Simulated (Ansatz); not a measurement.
# H2CO: the cost of one run

All numbers below are computed with Ansatz 0.2.0 (DFT r2SCAN, plane waves, PAW, scalar-relativistic, no spin polarisation).

## (1) The system as given

The cell holds 40 atoms (C10H20O10): a = 8.481 Å, b = 8.481 Å, c = 8.481 Å, α = 90.00°, β = 90.00°, γ = 90.00°.

Its coordinates follow in the input file.

## (2) Relaxing the start

The input, input.yaml:

```yaml
accuracy: low
crystal:
  lattice:
    - [8.480926, 0.0, 0.0]
    - [0.0, 8.480926, 0.0]
    - [0.0, 0.0, 8.480926]
  atoms:
    - { symbol: O, position: [0.4488163, 0.4699423, 0.8632671] }
    - { symbol: C, position: [0.4463164, 0.5861456, 0.9480486] }
    - { symbol: H, position: [0.5126169, 0.6943678, 0.9192317] }
    - { symbol: H, position: [0.3776081, 0.5898395, 1.0585192] }
    - { symbol: O, position: [0.870748, 0.1752086, 0.6234687] }
    - { symbol: C, position: [0.9297166, 0.175498, 0.4922437] }
    - { symbol: H, position: [0.8906807, 0.0940142, 0.3985698] }
    - { symbol: H, position: [1.0255454, 0.2572607, 0.459534] }
    - { symbol: O, position: [0.5963431, 0.6933179, 0.5493771] }
    - { symbol: C, position: [0.6151107, 0.8265366, 0.4984073] }
    - { symbol: H, position: [0.6981145, 0.9105697, 0.5530608] }
    - { symbol: H, position: [0.5501819, 0.8708072, 0.3946644] }
    - { symbol: O, position: [0.7014051, 0.6902733, 0.139791] }
    - { symbol: C, position: [0.7104964, 0.8020303, 0.0496517] }
    - { symbol: H, position: [0.6425671, 0.9115201, 0.0679767] }
    - { symbol: H, position: [0.7871817, 0.8001742, -0.0554869] }
    - { symbol: O, position: [0.2062079, 0.402558, 0.3280788] }
    - { symbol: C, position: [0.3091567, 0.3324176, 0.2561118] }
    - { symbol: H, position: [0.4076985, 0.3945228, 0.1980544] }
    - { symbol: H, position: [0.3097654, 0.2027596, 0.2448574] }
    - { symbol: O, position: [0.1577537, 0.0957214, 0.7049201] }
    - { symbol: C, position: [0.2683182, 0.1567997, 0.6360558] }
    - { symbol: H, position: [0.391367, 0.1191012, 0.6554473] }
    - { symbol: H, position: [0.2517547, 0.2533232, 0.5503406] }
    - { symbol: O, position: [0.0623284, 0.8329163, 0.3281902] }
    - { symbol: C, position: [0.1418396, 0.8061448, 0.2113201] }
    - { symbol: H, position: [0.1685417, 0.8980726, 0.123147] }
    - { symbol: H, position: [0.1917152, 0.6884333, 0.186935] }
    - { symbol: O, position: [0.7025124, 0.2063909, 1.063056] }
    - { symbol: C, position: [0.6562964, 0.2447773, 0.9323351] }
    - { symbol: H, position: [0.6880078, 0.3588927, 0.8783883] }
    - { symbol: H, position: [0.5800741, 0.1676319, 0.860384] }
    - { symbol: O, position: [0.1677118, 0.6591322, 0.8764443] }
    - { symbol: C, position: [0.186424, 0.5632536, 0.7708294] }
    - { symbol: H, position: [0.2168487, 0.5989636, 0.6494319] }
    - { symbol: H, position: [0.1740213, 0.4352024, 0.7905086] }
    - { symbol: O, position: [0.5863981, 0.390622, 0.365641] }
    - { symbol: C, position: [0.6039895, 0.3172993, 0.4881632] }
    - { symbol: H, position: [0.6720617, 0.3650233, 0.5882972] }
    - { symbol: H, position: [0.5528598, 0.1989578, 0.5060311] }
basis:
  ecutwfc: 500.0
kpoints:
  mp_grid: { grid: [1, 1, 1] }
hamiltonian:
  xc: r2scan
scf:
  occupations: { method: fermi_dirac, width: 0.02 }
  lower_state_search: "off"
relax:
  f_tol: 0.3
  max_steps: 15
  adjacent_minimum: "off"
```

Run with:

```bash
$ ansatz run input.yaml --threads 2 --pin off --max-ram 5120MiB --backend cpu --events-out ev --progress --plain --runs-dir out
```

Q: Estimate wall time and peak memory on 2 threads of Intel Xeon 6975P-C (Granite Rapids), shared host.

About 61 s, with a peak of 1 GiB.
